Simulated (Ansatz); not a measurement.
# U-revPBE/def2-SVPD run of GaH2O2 (SMILES [OH][Ga][OH])

Aim: the electronic atomisation energy of GaH2O2 at U-revPBE/def2-SVPD, from 4 runs. 

Program for the calculation: Ansatz 0.2.0.

48 further runs of the same task are left out: 48 set aside as unsound or not needed.

**1. The structure to begin with**

The species is GaH2O2 (5 atoms), meant as a doublet with charge 0. As SMILES, `[OH][Ga][OH]`. Geometry: relaxed at PBE0-D4/def2-TZVP. This is one conformer, not always the lowest.

Bond lengths: O1–Ga2 1.804 Å, Ga2–O3 1.795 Å, O1–H4 0.960 Å, O3–H5 0.963 Å. Angles: O1–Ga2–O3 114.9°, Ga2–O1–H4 114.9°, Ga2–O3–H5 111.1°.

**2. The energy at U-revPBE/def2-SVPD**

File molecule.yaml:

```yaml
crystal:
  periodic: [false, false, false]
  atoms:
    - {symbol: O, position_ang: [-0.370600, 0.021600, -1.274400]}
    - {symbol: Ga, position_ang: [-0.311700, -0.753800, 0.353600]}
    - {symbol: O, position_ang: [0.618200, 0.154900, 1.591100]}
    - {symbol: H, position_ang: [-0.867400, -0.464600, -1.936500]}
    - {symbol: H, position_ang: [0.981500, 0.968200, 1.224700]}
basis:
  gaussian:
    orbitals: def2-SVPD
magnetization:
  spin_polarized: true
  initial_magnetization: 1
hamiltonian:
  xc: {name: revPBE}
accuracy: high
output: {orbitals: {seedname: orbitals}}
```

On the command line:

```
$ ansatz run molecule.yaml --threads 1 --pin off --max-ram 3480MiB --events-out events.jsonl --progress --plain --runs-dir runs
```

Standard output:

```text
Warning: RAYON_NUM_THREADS=1 ignored (pool sized by the plan → 1); use --threads N
Functional definition: revPBE
  name "revPBE"
  parameter kappa = 1.245
  parameter beta = 0.06672455060314922
  exchange = pbe_x(kappa = kappa, mu = beta*pi^2/3)
  correlation = pbe_c(beta = beta)
1902 factors; integrals over basis functions are off by at most 4.3e-9 eV
mean field evaluation 1: about -56475.3987 eV, gradient 6.5e1 eV
mean field evaluation 2: about -56307.5831 eV, gradient 1.7e2 eV
mean field evaluation 4: about -56489.9180 eV, gradient 1.5e1 eV
mean field evaluation 8: about -56490.7416 eV, gradient 5.4e-1 eV
mean field evaluation 16: about -56490.7428 eV, gradient 8.3e-5 eV
mean field -56490.74279703 eV, -2075.9965069903 hartree, gradient 3.3e-8 eV, S^2 0.752167; 0 other end points of the search recorded, 0 dependent functions left out
reference -56490.74280168 eV, -2075.9965071608 hartree; 25, 24 occupied and 75, 76 virtual orbitals, 1902 factors
Total energy: -56490.74280168 eV, -2075.9965071608 hartree
```

Wall time 5.1 s (1 thread of Intel Xeon 6975P-C (Granite Rapids), shared host); peak memory 0.31 GiB.

**3. The Ga atom at the same level**

File molecule.yaml:

```yaml
crystal:
  periodic: [false, false, false]
  atoms:
    - {symbol: Ga, position_ang: [0.000000, 0.000000, 0.000000]}
basis:
  gaussian: {orbitals: def2-SVPD}
magnetization: {spin_polarized: true, initial_magnetization: 1}
hamiltonian: {xc: {name: revPBE}}
accuracy: high
```

Run the same way, it converges to -1924.42420 Eh (log not shown).

**4. The H atom**

File in.yaml:

```yaml
crystal:
  periodic: [false, false, false]
  atoms:
    - symbol: H
      position_ang: [0.000000, 0.000000, 0.000000]
basis:
  gaussian:
    orbitals: def2-SVPD
magnetization:
  spin_polarized: true
  initial_magnetization: 1
hamiltonian:
  xc: {name: revPBE}
accuracy: high
```

Run the same way, it converges to -0.50319 Eh (log not shown).

**5. The O atom at the same level**

File input.yaml:

```yaml
crystal:
  periodic: [false, false, false]
  atoms:
    - symbol: O
      position_ang: [0.000000, 0.000000, 0.000000]
basis:
  gaussian:
    orbitals: def2-SVPD
magnetization:
  spin_polarized: true
  initial_magnetization: 2
hamiltonian:
  xc: {name: revPBE}
accuracy: high
```

On the command line:

```
$ ansatz run input.yaml --threads 1 --pin off --max-ram 3480MiB --events-out events.jsonl --progress --plain --runs-dir runs
```

Standard output (excerpt; [...] marks lines left out):

```text
Warning: RAYON_NUM_THREADS=1 ignored (pool sized by the plan → 1); use --threads N
[... 6 set-up lines as earlier in the session ...]
191 factors; integrals over basis functions are off by at most 1.9e-9 eV
mean field evaluation 1: about -2040.2123 eV, gradient 8.0e0 eV
mean field evaluation 2: about -2040.1855 eV, gradient 8.2e0 eV
mean field evaluation 4: about -2040.4704 eV, gradient 1.0e-2 eV
mean field evaluation 8: about -2040.4704 eV, gradient 8.1e-5 eV
mean field evaluation 16: about -2040.4691 eV, gradient 1.8e-1 eV
mean field evaluation 32: about -2040.4704 eV, gradient 9.6e-4 eV
mean field -2040.47041803 eV, -74.9859047819 hartree, gradient 9.3e-9 eV, S^2 2.003239; 2 other end points of the search recorded, 0 dependent functions left out
reference -2040.47042121 eV, -74.9859048988 hartree; 5, 3 occupied and 18, 20 virtual orbitals, 191 factors
Total energy: -2040.47042121 eV, -74.9859048988 hartree
```

Wall time 0.32 s (1 thread of Intel Xeon 6975P-C (Granite Rapids), shared host).

**6. Results**

At U-revPBE/def2-SVPD:

| quantity | value |
| --- | --- |
| molecule: total energy | -2075.99651 Eh |
| molecule: HOMO energy (highest over α and β) | -5.56 eV |
| molecule: LUMO energy (lowest over α and β) | -4.23 eV |
| molecule: ⟨S²⟩ | 0.752 |
| Ga atom: total energy | -1924.42420 Eh |
| Ga atom: ⟨S²⟩ | 0.753 |
| H atom: total energy | -0.50319 Eh |
| H atom: ⟨S²⟩ | 0.750 |
| O atom: total energy | -74.98590 Eh |
| O atom: ⟨S²⟩ | 2.003 |
| electronic atomisation energy | 16.167 eV |

What this shows: Taking the molecule apart into free atoms costs 16.17 eV (1560 kJ/mol), before zero-point energy and without spin-orbit coupling.
